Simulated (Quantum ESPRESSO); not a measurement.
The system is Si3Ge.

```
Si Ge
1.0
     2.71500    0.00000    0.00000
    -1.35750    2.35126    0.00000
     0.00000    0.00000   10.11061
Si Ge
3 1
Cartesian
  0.0000 0.0000 5.0553
  0.0000 0.0000 7.5178
  0.0000 0.0000 2.5928
  0.0000 0.0000 0.0000
```

The cell was built by a generator and needn't be a form met in nature.

* Program: Quantum ESPRESSO 7.5
* Task: phonons
* Functional: PBE
* Dispersion: D2
* Potentials or basis: GBRV 1.5 PBE
* Cutoff: 612 eV
* Density cutoff: 4898 eV
* k mesh: 11 × 11 × 3
* Occupations: cold, width 0.2 eV
* Spin: no spin polarisation
* Mixing beta: 0.5
* Most SCF iterations: 120
* SCF threshold: 8e-10 Ry

The cell and the atoms were relaxed first, to 15.59 Å³/atom (a = 2.667 Å, b = 2.667 Å, c = 10.125 Å, α = 90.00°, β = 90.00°, γ = 120.00°), and the response was taken there.

Problem. Which optical modes does the crystal have at the zone centre, and which show in infrared and Raman spectra?

Solution. The optical modes are 2E1u + E1g + 2A2u + A1g. Infrared active: 2E1u + 2A2u. Raman active: E1g + A1g.

Optical modes at Γ, degenerate ones joined:
| cm⁻¹ | components | symmetry | active in |
| --- | --- | --- | --- |
| 92 | 2 | E1u | IR |
| 119 | 2 | E1g | Raman |
| 140 | 2 | E1u | IR |
| 220 | 1 | A2u | IR |
| 292 | 1 | A1g | Raman |
| 389 | 1 | A2u | IR |

Caveat: the mesh is thin for the phonons of a metal; pairwise dispersion overbinds metals, which lowers pressure and volume.
